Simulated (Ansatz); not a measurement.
# Al27SiN26: the cost of one run

Program: Ansatz 0.2.0. Level of theory: DFT, PBE, plane-wave PAW, default files, scalar-relativistic, as far as a step names no other. These are calculated values, not measurements.

A COD entry behind a cell of this session may itself be a prediction, so a difference from it is no test against experiment.

### 1 The system as given

Symmetry: Fm-3m, No. 225, cubic system. Conventional cell: a = 11.814 Å, b = 11.814 Å, c = 11.814 Å, α = 90.00°, β = 90.00°, γ = 90.00°. Al (site symmetry 3m) is surrounded by 6 N at 1.97 Å. Al (site symmetry 4mm) has 5 N at 1.97 Å and 1 Si at 1.97 Å as nearest neighbours. Al (site symmetry mm2) is surrounded by 6 N at 1.97 Å. Al (site symmetry m-3m) has 6 N at 1.97 Å as nearest neighbours. Around Si (site symmetry m-3m) lie 6 Al at 1.97 Å. Around N (site symmetry mm2) lie 6 Al at 1.97 Å. N (site symmetry 3m) has 6 Al at 1.97 Å as nearest neighbours. N (site symmetry 4mm) has 6 Al at 1.97 Å as nearest neighbours.

As a file:

```cif
data_structure
_symmetry_space_group_name_H-M 'Fm-3m'
_symmetry_Int_Tables_number 225
_cell_length_a 11.8140
_cell_length_b 11.8140
_cell_length_c 11.8140
_cell_angle_alpha 90.000
_cell_angle_beta 90.000
_cell_angle_gamma 90.000
_cell_volume 1648.89
loop_
_atom_site_label
_atom_site_type_symbol
_atom_site_symmetry_multiplicity
_atom_site_Wyckoff_symbol
_atom_site_fract_x
_atom_site_fract_y
_atom_site_fract_z
_atom_site_occupancy
Al1 Al 32 f 0.33333 0.83333 0.83333 1
Al2 Al 24 e 0.50000 0.00000 0.83333 1
Al3 Al 48 h 0.33333 0.16667 0.50000 1
Al4 Al 4 a 0.50000 0.00000 0.50000 1
Si1 Si 4 b 0.50000 0.50000 0.50000 1
N1 N 48 i 0.66667 0.66667 0.50000 1
N2 N 32 f 0.83333 0.66667 0.66667 1
N3 N 24 e 0.00000 0.00000 0.83333 1
```

Atom 28 of the input is the impurity.

### 2 Gradients at the starting positions

File input.yaml:

```yaml
crystal:
  lattice:
    - [0.0, 5.907, 5.907]
    - [5.907, 0.0, 5.907]
    - [5.907, 5.907, 0.0]
  atoms:
    - { symbol: Al, position: [0.0, 0.0, 0.0] }
    - { symbol: Al, position: [0.0, 0.0, 0.3333333333] }
    - { symbol: Al, position: [0.0, 0.0, 0.6666666667] }
    - { symbol: Al, position: [0.0, 0.3333333333, 0.0] }
    - { symbol: Al, position: [0.0, 0.3333333333, 0.3333333333] }
    - { symbol: Al, position: [0.0, 0.3333333333, 0.6666666667] }
    - { symbol: Al, position: [0.0, 0.6666666667, 0.0] }
    - { symbol: Al, position: [0.0, 0.6666666667, 0.3333333333] }
    - { symbol: Al, position: [0.0, 0.6666666667, 0.6666666667] }
    - { symbol: Al, position: [0.3333333333, 0.0, 0.0] }
    - { symbol: Al, position: [0.3333333333, 0.0, 0.3333333333] }
    - { symbol: Al, position: [0.3333333333, 0.0, 0.6666666667] }
    - { symbol: Al, position: [0.3333333333, 0.3333333333, 0.0] }
    - { symbol: Al, position: [0.3333333333, 0.3333333333, 0.3333333333] }
    - { symbol: Al, position: [0.3333333333, 0.3333333333, 0.6666666667] }
    - { symbol: Al, position: [0.3333333333, 0.6666666667, 0.0] }
    - { symbol: Al, position: [0.3333333333, 0.6666666667, 0.3333333333] }
    - { symbol: Al, position: [0.3333333333, 0.6666666667, 0.6666666667] }
    - { symbol: Al, position: [0.6666666667, 0.0, 0.0] }
    - { symbol: Al, position: [0.6666666667, 0.0, 0.3333333333] }
    - { symbol: Al, position: [0.6666666667, 0.0, 0.6666666667] }
    - { symbol: Al, position: [0.6666666667, 0.3333333333, 0.0] }
    - { symbol: Al, position: [0.6666666667, 0.3333333333, 0.3333333333] }
    - { symbol: Al, position: [0.6666666667, 0.3333333333, 0.6666666667] }
    - { symbol: Al, position: [0.6666666667, 0.6666666667, 0.0] }
    - { symbol: Al, position: [0.6666666667, 0.6666666667, 0.3333333333] }
    - { symbol: Al, position: [0.6666666667, 0.6666666667, 0.6666666667] }
    - { symbol: Si, position: [0.1666666667, 0.1666666667, 0.1666666667] }
    - { symbol: "N", position: [0.1666666667, 0.1666666667, 0.5] }
    - { symbol: "N", position: [0.1666666667, 0.1666666667, 0.8333333333] }
    - { symbol: "N", position: [0.1666666667, 0.5, 0.1666666667] }
    - { symbol: "N", position: [0.1666666667, 0.5, 0.5] }
    - { symbol: "N", position: [0.1666666667, 0.5, 0.8333333333] }
    - { symbol: "N", position: [0.1666666667, 0.8333333333, 0.1666666667] }
    - { symbol: "N", position: [0.1666666667, 0.8333333333, 0.5] }
    - { symbol: "N", position: [0.1666666667, 0.8333333333, 0.8333333333] }
    - { symbol: "N", position: [0.5, 0.1666666667, 0.1666666667] }
    - { symbol: "N", position: [0.5, 0.1666666667, 0.5] }
    - { symbol: "N", position: [0.5, 0.1666666667, 0.8333333333] }
    - { symbol: "N", position: [0.5, 0.5, 0.1666666667] }
    - { symbol: "N", position: [0.5, 0.5, 0.5] }
    - { symbol: "N", position: [0.5, 0.5, 0.8333333333] }
    - { symbol: "N", position: [0.5, 0.8333333333, 0.1666666667] }
    - { symbol: "N", position: [0.5, 0.8333333333, 0.5] }
    - { symbol: "N", position: [0.5, 0.8333333333, 0.8333333333] }
    - { symbol: "N", position: [0.8333333333, 0.1666666667, 0.1666666667] }
    - { symbol: "N", position: [0.8333333333, 0.1666666667, 0.5] }
    - { symbol: "N", position: [0.8333333333, 0.1666666667, 0.8333333333] }
    - { symbol: "N", position: [0.8333333333, 0.5, 0.1666666667] }
    - { symbol: "N", position: [0.8333333333, 0.5, 0.5] }
    - { symbol: "N", position: [0.8333333333, 0.5, 0.8333333333] }
    - { symbol: "N", position: [0.8333333333, 0.8333333333, 0.1666666667] }
    - { symbol: "N", position: [0.8333333333, 0.8333333333, 0.5] }
    - { symbol: "N", position: [0.8333333333, 0.8333333333, 0.8333333333] }
total_charge: -1
kpoints:
  mp_grid: { grid: [3, 3, 3] }
scf:
  occupations: { method: fermi_dirac, width: 0.01 }
hamiltonian:
  xc: pbe
  pseudopotentials: { kind: paw }
output:
  forces: true
  stress: true
  populations: true
  efg:
    quadrupole_moments_barn: { Al: 0.1466, "N": 0.02044 }
    contact_densities: true
```

Started as:

```bash
$ ansatz run input.yaml --threads 1 --pin off --max-ram 3072MiB --backend cpu --events-out ev --progress --plain --runs-dir out
```

**Question.** How long does this run take on 1 thread of Arm Neoverse V1, shared host, and how much memory does it need?

About 52 s, with a peak of 0.91 GiB.
